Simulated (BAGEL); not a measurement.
# GaH2BrCl− (SMILES [Cl][GaH2-][Br]): HF/6-31G(d) (density fitting with qzvpp-jkfit, spherical functions)

What is the energy change on altering one bond length of GaH2BrCl− at HF/6-31G* (density fitting with qzvpp-jkfit, spherical functions)? 

The results are computed with BAGEL 1.2.2.

10 further runs of the same task are left out: 7 that didn't finish, 3 set aside as unsound or not needed.

### 1 The system as given

The species is GaH2BrCl− (5 atoms), meant as a singlet with charge -1. As SMILES, `[Cl][GaH2-][Br]`. Geometry: a GFN2-xTB relaxation, a rough one for these elements and not checked as a minimum.

Bond lengths: Cl1–Ga2 2.141 Å, Ga2–Br3 2.318 Å, Ga2–H4 1.575 Å, Ga2–H5 1.575 Å. Angles: Cl1–Ga2–Br3 110.6°, Cl1–Ga2–H4 110.5°, Cl1–Ga2–H5 110.6°, Br3–Ga2–H4 106.3°, Br3–Ga2–H5 106.3°, H4–Ga2–H5 112.5°.

### 2 The energy at HF/6-31G(d) (density fitting with qzvpp-jkfit, spherical functions)

File input.json:

```json
{ "bagel": [

{
  "title": "molecule",
  "basis": "6-31gs.json",
  "df_basis": "qzvpp-jkfit",
  "angstrom": true,
  "geometry": [
    { "atom": "Cl", "xyz": [   -1.629090,   -0.391110,    1.270210 ] },
    { "atom": "Ga", "xyz": [   -0.057620,    0.132860,   -0.085540 ] },
    { "atom": "Br", "xyz": [    1.749250,   -1.296680,    0.169090 ] },
    { "atom": "H", "xyz": [   -0.540440,   -0.026610,   -1.575910 ] },
    { "atom": "H", "xyz": [    0.477900,    1.581530,    0.222150 ] }
  ]
},
{
  "title": "hf",
  "charge": -1
},
{
  "title": "print",
  "file": "orbitals.molden",
  "orbitals": true
}

]}
```

The basis set 6-31G* is read from a file made from the Basis Set Exchange's data (not shown).

The run is started by

```bash
BAGEL_NUM_THREADS=1 BAGEL input.json > input.out
```

Standard output:

```text
* using 1 threads per process

  ===============================================================
  ===============================================================

  *** Geometry ***

  { "atom" : "Cl", "xyz" : [     -3.078534,     -0.739091,      2.400349 ] },
  { "atom" : "Ga", "xyz" : [     -0.108886,      0.251069,     -0.161647 ] },
  { "atom" : "Br", "xyz" : [      3.305603,     -2.450370,      0.319534 ] },
  { "atom" : "H", "xyz" : [     -1.021284,     -0.050286,     -2.978038 ] },
  { "atom" : "H", "xyz" : [      0.903100,      2.988659,      0.419803 ] },

  Number of auxiliary basis functions:      696

  Since a DF basis is specified, we compute 2- and 3-index integrals:
    o Being stored without compression. Storage requirement is 0.041 GB

  Number of basis functions:       86
  Number of electrons      :       85

    * METHOD: MOLECULE                             0.44

  *** RHF ***

  === Nuclear Repulsion ===
   502.5093280532

      * DIIS with orbital gradients will be used.

  === RHF iteration (6-31gs.json) ===
      0      -4955.80912742          0.00767555           0.18
      1      -4955.86298530          0.00451064           0.16
      2      -4955.87334652          0.00075201           0.16
      3      -4955.87395641          0.00025973           0.16
      4      -4955.87402707          0.00005741           0.17
      5      -4955.87403051          0.00001378           0.17
      6      -4955.87403085          0.00000499           0.17
      7      -4955.87403090          0.00000097           0.16
      8      -4955.87403090          0.00000022           0.16
      9      -4955.87403090          0.00000007           0.17
     10      -4955.87403090          0.00000002           0.17
     11      -4955.87403090          0.00000001           0.17
    * SCF iteration converged.

    * Permanent dipole moment:
           (   -0.469953,     0.180483,     0.103033) a.u.

    * METHOD: HF                                   2.35

    * METHOD: PRINT                                0.03

  ===============================================================
```

Wall time 3.3 s (1 thread of AMD EPYC 9R14 (Zen 4), shared host); peak memory 0.2 GiB.

### 3 The distorted shape, same level

File input.json:

```json
{ "bagel" : [

{
  "title" : "molecule",
  "basis" : "6-31gs.json",
  "df_basis" : "qzvpp-jkfit",
  "angstrom" : true,
  "geometry" : [
    { "atom" : "Cl", "xyz" : [      -3.797306,       1.324316,       0.964658 ] },
    { "atom" : "Ga", "xyz" : [      -2.225836,       1.848286,      -0.391092 ] },
    { "atom" : "Br", "xyz" : [       1.749250,      -1.296680,       0.169090 ] },
    { "atom" : "H", "xyz" : [      -2.708656,       1.688816,      -1.881462 ] },
    { "atom" : "H", "xyz" : [      -1.690316,       3.296956,      -0.083402 ] }
  ]
},

{ "title" : "hf", "charge" : -1 },

{ "title" : "print", "file" : "orbitals.molden", "orbitals" : true }

]}
```

The basis set 6-31G* is read from a file made from the Basis Set Exchange's data (not shown).

The run is started by

```bash
BAGEL_NUM_THREADS=1 BAGEL input.json > input.out
```

Standard output:

```text
* using 1 threads per process

  ===============================================================
  ===============================================================

  *** Geometry ***

  { "atom" : "Cl", "xyz" : [     -7.175868,      2.502595,      1.822939 ] },
  { "atom" : "Ga", "xyz" : [     -4.206220,      3.492754,     -0.739057 ] },
  { "atom" : "Br", "xyz" : [      3.305603,     -2.450370,      0.319534 ] },
  { "atom" : "H", "xyz" : [     -5.118618,      3.191400,     -3.555448 ] },
  { "atom" : "H", "xyz" : [     -3.194234,      6.230344,     -0.157607 ] },

  Number of auxiliary basis functions:      696

  Since a DF basis is specified, we compute 2- and 3-index integrals:
    o Being stored without compression. Storage requirement is 0.041 GB

  Number of basis functions:       86
  Number of electrons      :       85

    * METHOD: MOLECULE                             0.41

  *** RHF ***

  === Nuclear Repulsion ===
   327.1136108862

      * DIIS with orbital gradients will be used.

  === RHF iteration (6-31gs.json) ===
      0      -4955.70922063          0.00844914           0.17
      1      -4955.79280700          0.00538399           0.16
      2      -4955.80707328          0.00069078           0.16
      3      -4955.80773906          0.00028944           0.16
      4      -4955.80782224          0.00009146           0.17
      5      -4955.80783046          0.00001881           0.16
      6      -4955.80783108          0.00000663           0.17
      7      -4955.80783121          0.00000202           0.17
      8      -4955.80783122          0.00000067           0.16
      9      -4955.80783122          0.00000022           0.16
     10      -4955.80783122          0.00000004           0.16
     11      -4955.80783122          0.00000001           0.16
     12      -4955.80783122          0.00000001           0.17
    * SCF iteration converged.

    * Permanent dipole moment:
           (    3.463156,    -2.784315,     0.526241) a.u.

    * METHOD: HF                                   2.47

    * METHOD: PRINT                                0.03

  ===============================================================
```

It took 3.3 s on 1 thread of AMD EPYC 9R14 (Zen 4), shared host; peak memory 0.2 GiB.

### 4 What came out

Level: HF/6-31G* (density fitting with qzvpp-jkfit, spherical functions).

```
                                                              quantity           value
                                             first shape: total energy  -4955.87403 Eh
                                              first shape: HOMO energy        -5.53 eV
                                              first shape: LUMO energy         7.40 eV
    first shape: HOMO–LUMO gap (to an unbound level, set by the basis)        12.93 eV
                                         distorted shape: total energy  -4955.80783 Eh
                                          distorted shape: HOMO energy        -3.94 eV
                                          distorted shape: LUMO energy         3.07 eV
distorted shape: HOMO–LUMO gap (to an unbound level, set by the basis)         7.01 eV
   energy change with the Ga2–Br3 bond stretched from 2.318 to 5.100 Å        1.801 eV
```

In words: With the Ga2–Br3 bond stretched from 2.318 to 5.100 Å the energy rises by 1.80 eV (174 kJ/mol). The first shape isn't relaxed at this level, so the change isn't measured from a minimum.
